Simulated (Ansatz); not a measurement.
This script for a single point from an input written key by key of C₂H₆AlBFN, SMILES N[CH]1B[CH](F)[AlH]1 with Ansatz 0.2.0 through its Python package holds a mistake.

`c2h6albfn.py`
```python
# -*- coding: utf-8 -*-
import ansatz as az

deck = {
    "crystal": {
        "atoms": [
            {"symbol": "N", "position_ang": [-0.419, -1.5699, 0.9387]},
            {"symbol": "C", "position_ang": [0.0472, -0.1822, 0.7034]},
            {"symbol": "B", "position_ang": [1.1355, -0.1825, -0.4727]},
            {"symbol": "C", "position_ang": [0.3035, 0.7715, -1.3623]},
            {"symbol": "F", "position_ang": [-0.1428, 0.0974, -2.5335]},
            {"symbol": "Al", "position_ang": [-1.2938, 0.9882, -0.151]},
            {"symbol": "H", "position_ang": [0.3235, -2.0992, 1.3535]},
            {"symbol": "H", "position_ang": [-1.179, -1.447, 1.6466]},
            {"symbol": "H", "position_ang": [0.4509, 0.2776, 1.6878]},
            {"symbol": "H", "position_ang": [2.2279, -0.6889, -0.5765]},
            {"symbol": "H", "position_ang": [0.716, 1.7253, -1.5725]},
            {"symbol": "H", "position_ang": [-2.0928, 2.2546, 0.3725]},
        ],
    },
    "basis": {"gaussian": {"orbitals": "def2-SVP"}},
    "hamiltonian": {"xc": "hf"},
}
session = az.Session.from_dict(deck)
report = session.plan(threads=1).execute().report

print(f"E = {report['free_energy_ev']:.6f} eV = {report['free_energy_ev'] / 27.211386246:.7f} Ha")
print("converged:", report["converged"], " doubts:", report["published_state_doubts"] or "none")
symbols = ["N", "C", "B", "C", "F", "Al", "H", "H", "H", "H", "H", "H"]
```

```console
$ python c2h6albfn.py
Traceback (most recent call last):
  File "c2h6albfn.py", line 24, in <module>
    session = az.Session.from_dict(deck)
ansatz.RefusalError: crystal: missing field `lattice` (a structure is typed as `lattice` and `atoms`, a molecule's as `atoms` in Å alone, or read from a run's directory, `checkpoint`)
```

Why does it end like this?

The fault: periodic left out. The change:

```diff
--- before
+++ after
@@ -5,2 +5,3 @@
     "crystal": {
+        "periodic": [False, False, False],
         "atoms": [
```

The mended script runs so:

```console
$ python c2h6albfn.py
E = -13586.287665 eV = -499.2868626 Ha
converged: True  doubts: none
```

Caveats:
- Total energies depend on the basis set; only differences at equal settings carry meaning.
- The geometry is a force-field or estimated start, not a minimum of this method, and the basis set is short of its limit.
- The whole script took 2 s on 1 thread of Arm Neoverse V1 (shared host), peak memory 0.25 GiB.
